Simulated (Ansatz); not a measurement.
# BaCoO3: the cost of one run

Program: Ansatz 0.2.0. Level of theory: DFT PBEsol+U (U_eff = 6 eV on Co d), plane waves, PAW. These are calculated values, not measurements.

3 further runs of the same task are left out: 3 that didn't finish. Runs told in other sessions of the task aren't counted.

### 1 The structure to begin with

Symmetry: P-6m2, No. 187, hexagonal system. The conventional cell has a = 5.645 Å, b = 5.645 Å, c = 4.752 Å, α = 90.00°, β = 90.00°, γ = 120.00°. Ba (site symmetry -6m2) has 12 O at 2.83 to 2.99 Å in its first shell of neighbours. Co (site symmetry 3m) is surrounded by 6 O at 1.86 to 1.89 Å. O (site symmetry mm2) has 2 Co at 1.86 Å in its first shell of neighbours. O (site symmetry mm2) has 2 Co at 1.89 Å and 2 Ba at 2.83 Å in its first shell of neighbours.

Coordinates:

```
Ba Co O
1.0
     5.64500    0.00000    0.00000
    -2.82250    4.88871    0.00000
     0.00000    0.00000    4.75200
Ba Co O
2 2 6
Direct
  0.33333 0.66667 0.50000
  0.66667 0.33333 0.00000
  0.00000 0.00000 0.25594
  0.00000 0.00000 0.74406
  0.29640 0.14820 0.50000
  0.85180 0.70360 0.50000
  0.85180 0.14820 0.50000
  0.70360 0.85180 0.00000
  0.14820 0.29640 0.00000
  0.14820 0.85180 0.00000
```

An earlier series on this cell reached its lowest free state from «total moment held at first, then free, 5.00 μB per cell», perhaps among other starts.

### 2 Antiferromagnetic directions held

input.yaml

```yaml
crystal:
  lattice:
    - [5.64499904, 0.0, 0.0]
    - [-2.82249952, 4.88871257, 0.0]
    - [0.0, 0.0, 4.75200043]
  atoms:
    - { symbol: Ba, position: [0.3333333333, 0.6666666667, 0.5] }
    - { symbol: Ba, position: [0.6666666667, 0.3333333333, 0.0] }
    - { symbol: Co, position: [0.0, 0.0, 0.25594], spin: 5.0 }
    - { symbol: Co, position: [0.0, 0.0, 0.74406], spin: -5.0 }
    - { symbol: O, position: [0.2964, 0.1482, 0.5] }
    - { symbol: O, position: [0.8518, 0.7036, 0.5] }
    - { symbol: O, position: [0.8518, 0.1482, 0.5] }
    - { symbol: O, position: [0.7036, 0.8518, 0.0] }
    - { symbol: O, position: [0.1482, 0.2964, 0.0] }
    - { symbol: O, position: [0.1482, 0.8518, 0.0] }
basis:
  ecutwfc: 420
  ecutrho_ratio: 4
kpoints:
  mp_grid: { grid: [4, 4, 4] }
hamiltonian:
  xc: pbesol
  hubbard:
    sites:
      - { site: 2, l: d, u_eff: 6.0, starting_ns: [{ spin: up, occupation_matrix: s2up }, { spin: down, occupation_matrix: s2down }] }
      - { site: 3, l: d, u_eff: 6.0, starting_ns: [{ spin: up, occupation_matrix: s3up }, { spin: down, occupation_matrix: s3down }] }
    occupation_matrices:
      s2up:
        matrix:
          - [0.97, 0.0, 0.0, 0.0, 0.0]
          - [0.0, 0.97, 0.0, 0.0, 0.0]
          - [0.0, 0.0, 0.97, 0.0, 0.0]
          - [0.0, 0.0, 0.0, 0.97, 0.0]
          - [0.0, 0.0, 0.0, 0.0, 0.97]
      s2down:
        matrix:
          - [0.02, 0.0, 0.0, 0.0, 0.0]
          - [0.0, 0.02, 0.0, 0.0, 0.0]
          - [0.0, 0.0, 0.02, 0.0, 0.0]
          - [0.0, 0.0, 0.0, 0.02, 0.0]
          - [0.0, 0.0, 0.0, 0.0, 0.02]
      s3up:
        matrix:
          - [0.02, 0.0, 0.0, 0.0, 0.0]
          - [0.0, 0.02, 0.0, 0.0, 0.0]
          - [0.0, 0.0, 0.02, 0.0, 0.0]
          - [0.0, 0.0, 0.0, 0.02, 0.0]
          - [0.0, 0.0, 0.0, 0.0, 0.02]
      s3down:
        matrix:
          - [0.97, 0.0, 0.0, 0.0, 0.0]
          - [0.0, 0.97, 0.0, 0.0, 0.0]
          - [0.0, 0.0, 0.97, 0.0, 0.0]
          - [0.0, 0.0, 0.0, 0.97, 0.0]
          - [0.0, 0.0, 0.0, 0.0, 0.97]
    ns_hold: { iters: 8 }
scf:
  occupations: { method: gaussian, width: 0.05 }
  lower_state_search: "off"
  max_iter: 150
output:
  forces: true
  stress: true
  eigenvalues: true
  populations: true
  hubbard: { sites: [{ site: 2, l: d }, { site: 3, l: d }] }
magnetization:
  spin_polarized: true
  spin_locking: { lock_directions: true }
```

At this filling each channel is wholly full or empty, so no choice of orbitals remains. The typed matrices put 0.97 on the chosen orbitals and 0.02 on the others, and are held for 8 cycles. The lock stays on to the end, so the result is a constrained state unless its moments die out.

Launch:

```bash
> ansatz run input.yaml --threads 8 --pin off --max-ram 12288MiB --backend cpu --events-out ev --progress --plain --runs-dir out
```

**Question.** How long does this run take on 8 threads of Arm Neoverse V2, shared host, and how much memory does it need?

About 11 s, with a peak of 0.74 GiB.
